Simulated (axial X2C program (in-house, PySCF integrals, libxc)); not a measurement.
# All-electron X2C curves of RuGe, part 2 of 2

Computed with an in-house X2C program for linear molecules on PySCF integrals; all-electron X2C, Ru dyall-cv3z, Ge dyall-cv3z. The steps go on from the part before.

## (9) PBE0, 2c

State followed: Ω = 3 (excess of +ω over −ω: ω = 1/2, ω = 5/2). The scan is laid around 2.192 Å, a first estimate of the minimum, and this SCF restarts from the orbitals of the search.

The SCF at the reference distance of 2.192 Å:

```text
two-component X2C + atomic mean field  PBE0
basis functions 258  fitting functions 1286  grid points 5799
iter        total energy     max residual
   1      -6626.188514161     1.41e-05
   2      -6626.188514141     3.87e-05
   3      -6626.188514187     1.00e-05
   4      -6626.188514207     9.72e-06
   5      -6626.188514223     1.75e-06
   6      -6626.188514224     1.20e-06
converged
one-electron -9843.53254723  Coulomb 3094.77717959  exact exchange -52.69179425  xc functional -161.69099080  nuclear repulsion 339.90944935  atomic mean-field constant -2.95981088
```

Along the bond, energies from the lowest point:

| R (Å) | E (eV) | μ (D) | HOMO (eV) | LUMO (eV) | iterations |
| --- | --- | --- | --- | --- | --- |
| 1.907 | 1.0985 | -0.89 | -5.03 | -2.47 | 18 |
| 1.995 | 0.4371 | -0.99 | -5.10 | -2.47 | 18 |
| 2.061 | 0.1675 | -1.05 | -5.14 | -2.46 | 19 |
| 2.126 | 0.0350 | -1.09 | -5.18 | -2.44 | 18 |
| 2.192 | 0.0000 | -1.13 | -5.22 | -2.42 | 6 |
| 2.269 | 0.0445 | -1.17 | -5.27 | -2.41 | 19 |
| 2.345 | 0.1514 | -1.20 | -5.31 | -2.40 | 18 |
| 2.444 | 0.3476 | -1.24 | -5.36 | -2.41 | 18 |
| 2.565 | 0.6381 | -1.26 | -5.41 | -2.52 | 18 |
| 2.740 | 1.0980 | -1.25 | -5.26 | -2.79 | 21 |

Dipoles are positive if Ge is the positive end.

Outer spinors at the reference distance:

```
   ω  occupied  ε (eV)              atomic character     λ mixture
-5/2       yes  -32.01                     100% Ge d        100% δ
 5/2       yes  -31.94                     100% Ge d        100% δ
-3/2       yes  -31.87                     100% Ge d  84% π, 16% δ
 3/2       yes  -31.84                     100% Ge d  88% π, 12% δ
-1/2       yes  -31.82                     100% Ge d  59% σ, 41% π
 1/2       yes  -31.82                     100% Ge d  65% σ, 35% π
-1/2       yes  -13.21  63% Ge s, 13% Ru d, 12% Ru p        100% σ
 1/2       yes  -12.64  61% Ge s, 16% Ru d, 11% Ru p        100% σ
-1/2       yes   -7.34            87% Ru d, 10% Ge p   99% π, 1% σ
 1/2       yes   -7.27   74% Ru d, 13% Ge p, 7% Ge s   99% σ, 1% π
 3/2       yes   -7.21            87% Ru d, 10% Ge p   99% π, 1% δ
-3/2       yes   -7.07                      99% Ru d   99% δ, 1% π
 5/2       yes   -6.80                      99% Ru d        100% δ
 1/2       yes   -6.20   62% Ru d, 32% Ge p, 3% Ru p   99% π, 1% σ
-1/2       yes   -6.11   47% Ge p, 39% Ru d, 6% Ge s   99% σ, 1% π
-3/2       yes   -5.96   60% Ru d, 34% Ge p, 3% Ru p   99% π, 1% δ
 3/2       yes   -5.37                      99% Ru d   99% δ, 1% π
 1/2       yes   -5.22   46% Ru s, 43% Ge p, 5% Ru d        100% σ
-1/2        no   -2.42  42% Ru s, 34% Ru d, 21% Ge p   98% σ, 2% π
-1/2        no   -2.20  54% Ge p, 30% Ru p, 12% Ru d   98% π, 2% σ
 3/2        no   -2.10  55% Ge p, 32% Ru p, 10% Ru d        100% π
 1/2        no   -2.01  42% Ge p, 35% Ru d, 17% Ru p        100% π
```

PBE0 fields in the half plane through the axis: z from -2.4 to 4.5 Å across, distance from the axis 0.15 to 2.25 Å upwards; Ru lies at z = 0 and Ge at z = 2.192 Å; the ELF is damped to zero where the density is low.

log10 density (e/bohr³). Ten even steps from '0' (-4.20 ) to '9' (1.72 ):
```
000111222222222211111000
001122222222222222221110
011222333333333333322111
112233344444444443332211
112234455544444444433221
122344566655455555443321
122345677765556776544322
123345679765557986544322
```

ELF. Ten even steps from '0' (0.00 ) to '9' (0.93 ):
```
000001111111111111110000
000011111222332223332100
000111222223444445665410
001111222224665567888741
001112233334664446899873
001112466534642113799985
001123675764522652489997
001124826274417274389997
```

Re = 2.189 Å, ωe = 319 cm⁻¹, ωexe = 0.957 cm⁻¹, Be = 0.08214 cm⁻¹, De = 3.07 eV, μ = -1.12 D.

## (10) HF, 2c

Output at 2.192 Å:

```text
two-component X2C + atomic mean field  HF
basis functions 258  fitting functions 1286  grid points 5799
iter        total energy     max residual
   1      -6622.572906182     3.55e-01
   2      -6622.618368318     1.02e-02
   3      -6622.626517722     1.39e-02
   4      -6622.631805671     8.78e-03
   5      -6622.637326130     6.92e-03
   6      -6622.644637970     5.16e-03
   7      -6622.653596522     4.66e-03
   8      -6622.655357923     3.54e-03
   9      -6622.658119591     2.92e-03
  10      -6622.660456071     1.53e-03
  11      -6622.660970732     9.88e-04
  12      -6622.661097678     7.82e-04
  13      -6622.661212770     4.93e-04
  14      -6622.661237826     4.20e-04
  15      -6622.661241721     3.24e-04
  16      -6622.661261763     1.74e-04
  17      -6622.661267334     8.86e-05
  18      -6622.661268839     5.89e-05
  19      -6622.661269476     2.79e-05
  20      -6622.661269753     2.62e-05
  21      -6622.661269903     1.70e-05
  22      -6622.661270045     1.37e-05
  23      -6622.661270121     2.18e-05
  24      -6622.661270138     2.06e-05
  25      -6622.661270277     1.69e-05
  26      -6622.661270284     1.27e-05
  27      -6622.661270293     8.84e-06
  28      -6622.661270297     5.47e-06
  29      -6622.661270298     3.48e-06
  30      -6622.661270299     2.03e-06
converged
one-electron -9839.52474489  Coulomb 3090.97401667  exact exchange -211.06018055  xc functional 0.00000000  nuclear repulsion 339.90944935  atomic mean-field constant -2.95981088
```

No constants are quoted: the dipole of the solution doesn't run smoothly along the scan, a sign that its character may change, so the fit is set aside.

## (11) PBE, 2c

The SCF at the reference distance of 2.192 Å:

```text
two-component X2C + atomic mean field  PBE
basis functions 258  fitting functions 1286  grid points 5799
iter        total energy     max residual
   1      -6626.130066168     1.19e-01
   2      -6626.135920934     9.03e-03
   3      -6626.103415678     3.47e-02
   4      -6626.120806385     2.29e-02
   5      -6626.137355783     3.23e-03
   6      -6626.137774106     7.51e-04
   7      -6626.137810313     7.36e-04
   8      -6626.137846934     3.51e-04
   9      -6626.137853358     5.40e-05
  10      -6626.137853566     2.84e-05
  11      -6626.137853592     1.43e-05
  12      -6626.137853598     1.19e-06
  13      -6626.137853598     2.32e-07
converged
one-electron -9842.87123414  Coulomb 3094.04845114  exact exchange 0.00000000  xc functional -214.26470907  nuclear repulsion 339.90944935  atomic mean-field constant -2.95981088
```

Re = 2.192 Å, ωe = 344 cm⁻¹, ωexe = 1.07 cm⁻¹, Be = 0.08187 cm⁻¹, De = 4.05 eV, μ = -0.72 D.

## (12) MP2 and beyond, 2c

Correlated methods: 12 electrons correlated (frozen shells, counted by type: Ru 4 s, 3 p, 1 d; Ge 3 s, 2 p, 1 d), 328 virtual spinors in MP2, 90 natural virtuals in coupled cluster.

Output of the correlated part at 2.192 Å:

```text
correlated 12  virtual 328  natural virtual 90  E(MP2) -0.302026948  MP2 remainder -0.021068207
iter   CCSD correlation   residual
   1     -0.278254294   2.05e-01
   2     -0.292898369   1.26e-01
   3     -0.308025130   9.13e-02
   4     -0.316028898   5.30e-02
   5     -0.321139632   2.94e-02
   6     -0.321923441   1.36e-02
   7     -0.322627834   7.37e-03
   8     -0.322670465   3.69e-03
   9     -0.322729648   1.70e-03
  10     -0.322774580   6.38e-04
  11     -0.322763501   3.20e-04
  12     -0.322770894   1.78e-04
  13     -0.322765335   1.12e-04
  14     -0.322763306   7.09e-05
  15     -0.322761876   4.36e-05
  16     -0.322761403   2.23e-05
  17     -0.322761659   1.14e-05
  18     -0.322761769   6.19e-06
  19     -0.322761779   3.33e-06
(T) -0.021087085  T1 0.1646  D1 0.2819  max T2 0.086
```

MP2: No constants are quoted: the dipole of the HF reference doesn't run smoothly along the scan, a sign that its character may change, so the fit is set aside.

CCSD: No constants are quoted: the dipole of the HF reference doesn't run smoothly along the scan, a sign that its character may change, so the fit is set aside.

CCSD(T): No constants are quoted: the dipole of the HF reference doesn't run smoothly along the scan, a sign that its character may change, so the fit is set aside.

## (13) A higher determinant, 2c

State: Ω = 1 (excess of +ω over −ω: ω = -1/2, ω = 3/2).

Output at the reference distance:

```text
two-component X2C + atomic mean field  PBE0
basis functions 258  fitting functions 1286  grid points 5799
iter        total energy     max residual
   1      -6626.180270824     1.01e-05
   2      -6626.180270815     2.84e-05
   3      -6626.180270842     7.11e-06
   4      -6626.180270848     7.27e-06
   5      -6626.180270856     2.61e-06
   6      -6626.180270857     1.57e-06
converged
one-electron -9843.45429847  Coulomb 3094.70513934  exact exchange -52.69151061  xc functional -161.68923958  nuclear repulsion 339.90944935  atomic mean-field constant -2.95981088
```

| R (Å) | E above the lowest PBE0 point (eV) |
| --- | --- |
| 1.907 | 1.324 |
| 1.995 | 0.662 |
| 2.061 | 0.393 |
| 2.126 | 0.260 |
| 2.192 | 0.224 |
| 2.269 | 0.269 |
| 2.345 | 0.375 |
| 2.444 | 0.572 |
| 2.565 | 0.863 |

Re = 2.189 Å, ωe = 319 cm⁻¹, ωexe = 0.949 cm⁻¹, Be = 0.08211 cm⁻¹, μ = -1.10 D. Te = 0.22 eV. As a difference of two determinants it need not be a gap between pure terms.

## (14) The 2c curves together

Energy (eV) of the followed determinant, 2c, from each level's lowest point:

```
R (Å)   PBE0  HF (dipole not smooth)  MP2 (HF's dipole not smooth)  CCSD (HF's dipole not smooth)  CCSD(T) (HF's dipole not smooth)    PBE
1.907  1.099                   2.681                         0.746                            n/a                               n/a  1.225
1.995  0.437                   1.889                         0.169                          0.499                             0.480  0.505
2.061  0.168                   1.328                         0.062                          0.212                             0.198  0.201
2.126  0.035                   0.904                         0.003                          0.055                             0.048  0.045
2.192  0.000                   0.589                         0.000                          0.000                             0.000  0.000
2.269  0.045                   0.328                         0.052                          0.030                             0.040  0.048
2.345  0.151                   0.158                         0.145                          0.132                             0.155  0.171
2.444  0.348                   0.038                         0.304                          0.327                             0.370  0.397
2.565  0.638                   0.000                         0.535                            n/a                               n/a  0.725
2.740  1.098                   0.081                         0.903                            n/a                               n/a  1.226
```

The whole job took 5.7 min on 1 thread of Arm Neoverse V2, shared host; peak memory 0.87 GiB.

## (15) What came out

This closing draws on all 2 parts.

Lowest determinant that the search found at its distance, spin-free: M_S = 1, Λ = 2 (beyond closed shells: σα, δ+α, δ+β, δ-α).

Lowest determinant that the search found at its distance, 2c: Ω = 3 (excess of +ω over −ω: ω = 1/2, ω = 5/2).

| Hamiltonian | level | Re (Å) | ωe (cm⁻¹) | De (eV) | μ (D) |
| --- | --- | --- | --- | --- | --- |
| spin-free | PBE0 | 2.188 | 319 | 3.08 | -1.12 |
| spin-free | PBE | 2.192 | 345 | 4.00 | -0.71 |
| 2c | PBE0 | 2.189 | 319 | 3.07 | -1.12 |
| 2c | PBE | 2.192 | 344 | 4.05 | -0.72 |

Dipoles are positive if Ge is the positive end. No constants: spin-free HF (the dipole of the solution doesn't run smoothly along the scan, a sign that its character may change, so the fit is set aside); spin-free MP2 (the dipole of the HF reference doesn't run smoothly along the scan, a sign that its character may change, so the fit is set aside); spin-free CCSD (the dipole of the HF reference doesn't run smoothly along the scan, a sign that its character may change, so the fit is set aside); spin-free CCSD(T) (the dipole of the HF reference doesn't run smoothly along the scan, a sign that its character may change, so the fit is set aside); 2c HF (the dipole of the solution doesn't run smoothly along the scan, a sign that its character may change, so the fit is set aside); 2c MP2 (the dipole of the HF reference doesn't run smoothly along the scan, a sign that its character may change, so the fit is set aside); 2c CCSD (the dipole of the HF reference doesn't run smoothly along the scan, a sign that its character may change, so the fit is set aside); 2c CCSD(T) (the dipole of the HF reference doesn't run smoothly along the scan, a sign that its character may change, so the fit is set aside). Spin-free ⟨S²⟩ is off its pure value at PBE0 2.27.

Time per point (s) on 1 thread of Arm Neoverse V2, shared host (2c runs); the times are rough: PBE0 2.1, PBE 0.84.

In words: At PBE0, going from spin-free to two-component changes Re by 0 mÅ, ωe by 0.0 %, which is small (part of it comes from the scalar share of the two-electron terms). It costs about 1.6 times the time. De moves by -0.01 eV; both De rest on single-determinant atoms, which can miss part of an open shell's spin–orbit lowering.

De refers to Ru + Ge, each in the lowest determinant found, which need not be this curve's own limit. Each curve is one determinant whose occupation by symmetry is held fixed; it was picked as the lowest of a PBE0 search that is not exhaustive. De is counted from the lowest determinant-based energies of the atoms at the same level, without counterpoise correction. Density functionals use the spin component along the axis (collinear). With several unpaired electrons one determinant need not be a pure state. The spin-free determinant is spin-contaminated at some levels.
